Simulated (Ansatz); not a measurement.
Al2Pd, space group Fm-3m: relaxations under a series of pressures, run with the Python package of Ansatz (0.2.0).

`al2pd_compress.py`
```python
from dataclasses import dataclass
import warnings

import ansatz as az
import numpy as np


@dataclass
class Settings:
    occupations: str = "fermi_dirac"
    smearing_width: float = 0.1
    k_length: int = 26


settings = Settings()

def edges_and_angles(cell):
    cell = np.asarray(cell)
    a, b, c = np.linalg.norm(cell, axis=1)
    cosines = cell[1] @ cell[2] / (b * c), cell[0] @ cell[2] / (a * c), cell[0] @ cell[1] / (a * b)
    return (a, b, c, *np.degrees(np.arccos(cosines)))

warnings.simplefilter("ignore", az.DeckWarning)

cell = (
    az.Lattice.of((0.0, 2.94953557, 2.94953557), (2.94953557, 0.0, 2.94953557), (2.94953557, 2.94953557, 0.0))
    .atom("Al", (0.25, 0.25, 0.25))
    .atom("Al", (0.75, 0.75, 0.75))
    .atom("Pd", (0.0, 0.0, 0.0))
)

setup = cell.calculation()
setup = setup.occupations(settings.occupations, width=settings.smearing_width)
setup = setup.kpoints(length=settings.k_length)
setup = setup.functional(az.Functional.PBESOL)
setup = setup.pseudopotentials("paw")

rows = []
for pressure in [0, 5, 10, 20]:
    out = setup.relax(cell=True, pressure=pressure).run(threads=1, backend="cpu")
    cell = out.lattice.cell_ang
    n_atoms = len(out.lattice.sites)
    volume = abs(np.linalg.det(cell)) / n_atoms
    enthalpy = out.report["free_energy_ev"] / n_atoms + pressure * volume / 160.21766
    rows.append((pressure, volume, enthalpy, *edges_and_angles(cell)))
    print(f"{pressure} GPa done: {volume:.4f} A^3/atom")

print(" P (GPa)  V (A^3/atom)  H (eV/atom)     a       b       c")
for row in rows:
    print("{:8.1f} {:12.4f} {:14.5f} {:7.4f} {:7.4f} {:7.4f}".format(*row[:6]))
p, v = np.array([row[0] for row in rows], float), np.array([row[1] for row in rows])
print("mean bulk modulus between rows (GPa):", np.round(-np.diff(p) / np.diff(np.log(v)), 1))
```

How far does the cell shrink over this series of pressures, and what bulk modulus does the first step imply?

The volume falls from 17.01 Å³ an atom at 0 GPa to 14.99 at 20 GPa, by 11.9 %. Between 0 and 5 GPa, -V dP/dV is about 130 GPa, a mean over that step.

The run itself:

```console
$ python al2pd_compress.py
0 GPa done: 17.0128 A^3/atom
5 GPa done: 16.3703 A^3/atom
10 GPa done: 15.8376 A^3/atom
20 GPa done: 14.9850 A^3/atom
 P (GPa)  V (A^3/atom)  H (eV/atom)     a       b       c
     0.0      17.0128    -2652.53191  4.1636  4.1636  4.1636
     5.0      16.3703    -2652.01137  4.1105  4.1105  4.1105
    10.0      15.8376    -2651.50910  4.0654  4.0654  4.0654
    20.0      14.9850    -2650.54855  3.9911  3.9911  3.9911
mean bulk modulus between rows (GPa): [129.9 151.1 180.7]
```

Reading the output:
- Total energies depend on the potentials; only differences at equal settings carry meaning.
- At a fixed pressure a relaxation lowers the enthalpy F + PV, while F alone can rise.
- For a metal this k-point mesh is coarse: on a finer one energies can move by several to tens of meV an atom and pressures by half a GPa or more, differences at one mesh by less.
- This cell is a computed structure, which may not be the phase found in nature.
- Symmetry holds the cell in this phase, whether or not it is the stable one at each pressure.
- It ran for 16 s on 1 thread of Intel(R) Xeon(R) Processor @ 2.30GHz, with other jobs on the host, peak memory 0.53 GiB.
